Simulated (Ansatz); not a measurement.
# AlGaHF (triplet): the correlation ladder, cc-pVTZ

One table from this session's results is given with a row withheld; the runs are named, their logs left out.

The runs use Ansatz 0.2.0, Gaussian basis; cc-pVTZ, core rule «outside noble gas», up to 20 orbitals frozen.

The runs, in order: UHF; CCSD(T) on ROHF; CCSD(T) on UHF; BCCD(T) on ROHF; CCSDT(Q) on ROHF; CCSDT(Q) on UHF.

4 further runs of the same task are left out: 4 set aside as unsound or not needed. Runs told in other sessions of the task aren't counted.

## What is computed

The geometry is a PBE0/def2-TZVP stationary point (not a proven minimum) of the parent state, kept for this charge and spin. No spin-orbit coupling is included. The filled d shell of Ga may be among the frozen orbitals whatever the setting's name suggests.

4 atoms, charge 0, spin multiplicity 3.

Atoms are counted from 1 here; the program's logs count them from 0.

Bond lengths: Al1–H4 1.648 Å, Ga2–F3 1.770 Å.

The first run:

in.yaml

```yaml
crystal:
  periodic: [false, false, false]
  atoms:
    - {symbol: Al, position_ang: [0.000000, -0.316483, 2.307778]}
    - {symbol: Ga, position_ang: [0.000000, 0.239515, -0.387410]}
    - {symbol: F, position_ang: [0.000000, -0.498414, -1.995707]}
    - {symbol: H, position_ang: [0.000000, 1.298269, 2.638305]}
basis:
  gaussian: {orbitals: cc-pVTZ}
magnetization: {spin_polarized: true, initial_magnetization: 2}
hamiltonian: {xc: hf}
output: {orbitals: {seedname: orbitals}}
```

Command:

```bash
ansatz run in.yaml --threads 1 --pin off --events-out ev --progress --plain --max-ram 2560MiB --backend cpu
```

Steps of the session up to this table: UHF; CCSD(T) on ROHF; CCSD(T) on UHF; BCCD(T) on ROHF; CCSDT(Q) on ROHF; CCSDT(Q) on UHF.

One of the session's tables, all rows but one given; the rest of the session is left out.

| method | from UCCSDT(Q) (meV) |
| --- | --- |
| ROHF | +11012.4 |
| UHF | +10955.6 |
| RMP2 | ? |
| UMP2 | +977.6 |
| RCCSD | +436.6 |
| UCCSD | +433.5 |
| RCCSD(T) | +59.1 |
| UCCSD(T) | +57.8 |
| BCCD(T) | +52.3 |
| RCCSDT | +21.9 |
| UCCSDT | +20.4 |
| RCCSDT(Q) | +6.8 |
| UCCSDT(Q) | 0 |

Q: Estimate the row for RMP2 from the others.

The run gave: from UCCSDT(Q) (meV): +976.2. In the column «from UCCSDT(Q) (meV)» it lies between RCCSD (+436.6) and UMP2 (+977.6).

To keep in mind: Restricted and unrestricted rows rest on different reference determinants; a gap between their highest levels can come from leftover correlation error, from unlike frozen cores or from another state.
